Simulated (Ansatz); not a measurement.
# C₂H₅AlFNO: up Jacob's ladder to CCSD(T)

How much do the methods differ for C₂H₅AlFNO? The plan is to run it at one geometry with functionals of several rungs and with coupled cluster. The yardstick is the atomisation energy at the CCSD(T) limit.

Computed with Ansatz 0.2.0, Gaussian basis. Level: functionals in def2-TZVPP, the program's frozen cores in correlated methods.

Levels to be run: PBE-D4, r2SCAN-D4, PBE0-D4, B3LYP-D4, ωB97X-V, ωB97M-V, B2PLYP; CCSD(T)/def2-TZVPP; MP2/def2-QZVPP; extrapolation to the limit.

## 1. The geometry

An earlier PBE0-D4 in a triple-zeta def2 set relaxation fixed the geometry.

SMILES `[CH3][Al]1[NH]C(F)[O]1`, 11 atoms, charge 0, spin multiplicity 1.

Atoms are counted from 1 here; the program's logs count them from 0.

Bond lengths: C1–Al2 1.927 Å, C1–H7 1.093 Å, C1–H8 1.094 Å, C1–H9 1.093 Å, Al2–N3 1.767 Å, Al2–O6 1.744 Å, N3–C4 1.435 Å, N3–H10 1.003 Å, C4–F5 1.385 Å, C4–O6 1.390 Å, C4–H11 1.097 Å. Angles: Al2–C1–H7 111.4°, Al2–C1–H8 110.9°, Al2–C1–H9 111.0°, H7–C1–H8 107.7°, H7–C1–H9 108.2°, H8–C1–H9 107.6°, C1–Al2–N3 144.5°, C1–Al2–O6 136.6°, N3–Al2–O6 78.7°, Al2–N3–C4 87.4°, Al2–N3–H10 153.0°, C4–N3–H10 119.2°, N3–C4–F5 111.4°, N3–C4–O6 104.0°, N3–C4–H11 115.1°, F5–C4–O6 109.7°, F5–C4–H11 105.2°, O6–C4–H11 111.6° and more.

## 2. PBE-D4 (GGA)

Contents of in.yaml:

```yaml
crystal:
  periodic: [false, false, false]
  atoms:
    - {symbol: C, position_ang: [-0.206049, -0.968830, 2.056904]}
    - {symbol: Al, position_ang: [-0.076888, -0.100883, 0.341407]}
    - {symbol: N, position_ang: [0.740733, -0.123910, -1.224791]}
    - {symbol: C, position_ang: [-0.115888, 0.958981, -1.615203]}
    - {symbol: F, position_ang: [0.609803, 2.111506, -1.864477]}
    - {symbol: O, position_ang: [-0.938201, 1.152725, -0.511319]}
    - {symbol: H, position_ang: [0.750689, -1.403772, 2.356021]}
    - {symbol: H, position_ang: [-0.943978, -1.775455, 2.031208]}
    - {symbol: H, position_ang: [-0.516076, -0.262899, 2.831306]}
    - {symbol: H, position_ang: [1.460493, -0.428759, -1.852715]}
    - {symbol: H, position_ang: [-0.699235, 0.784095, -2.527741]}
basis:
  gaussian: {orbitals: def2-TZVPP}
hamiltonian: {xc: pbe, dispersion: d4}
output: {forces: true, orbitals: {seedname: orbitals}}
```

The run is started by

```sh
$ ansatz run in.yaml --threads 4 --pin off --events-out ev --progress --plain --max-ram 10444MiB
```

Further steps of the session: r2SCAN-D4 (meta-GGA); PBE0-D4 (hybrid); B3LYP-D4 (hybrid); ωB97X-V (range-separated); ωB97M-V (range-separated); B2PLYP (double hybrid); CCSD(T) in def2-TZVPP; MP2 in def2-QZVPP.

**Question.** What will the summary of the whole plan be? Wanted: atomisation energy, CCSD(T)/CBS; farthest; mean size of error, hybrid; mean size of error, range-separated; gap, smallest and largest; T1 diagnostic; triples share of the correlation energy.

**Answer**, as computed:

```
                               quantity                                           value
        atomisation energy, CCSD(T)/CBS                                   4304.7 kJ/mol
 functionals within 21.5 kJ/mol (0.5 %)  r2SCAN-D4, PBE0-D4, B3LYP-D4, ωB97X-V, ωB97M-V
                               farthest                          PBE-D4 (+120.2 kJ/mol)
             mean size of error, hybrid                                     10.1 kJ/mol
    mean size of error, range-separated                                     18.7 kJ/mol
              gap, smallest and largest            4.80 eV (PBE-D4), 11.27 eV (ωB97X-V)
                          T1 diagnostic                                          0.0128
triples share of the correlation energy                                           3.7 %
```

PBE-D4 is off by +120.2 kJ/mol. Double hybrids carry the basis error of their MP2 part in triple zeta, and no dispersion term here, so their miss is partly the set-up's. The reference freezes the cores and leaves out relativity and excitations past (T), so misses under about 21.5 kJ/mol can't be ranked. Hartree-Fock recovers 70 % of the binding; the rest is correlation. Orbital gaps span 4.8 to 11.3 eV; exact exchange widens them.
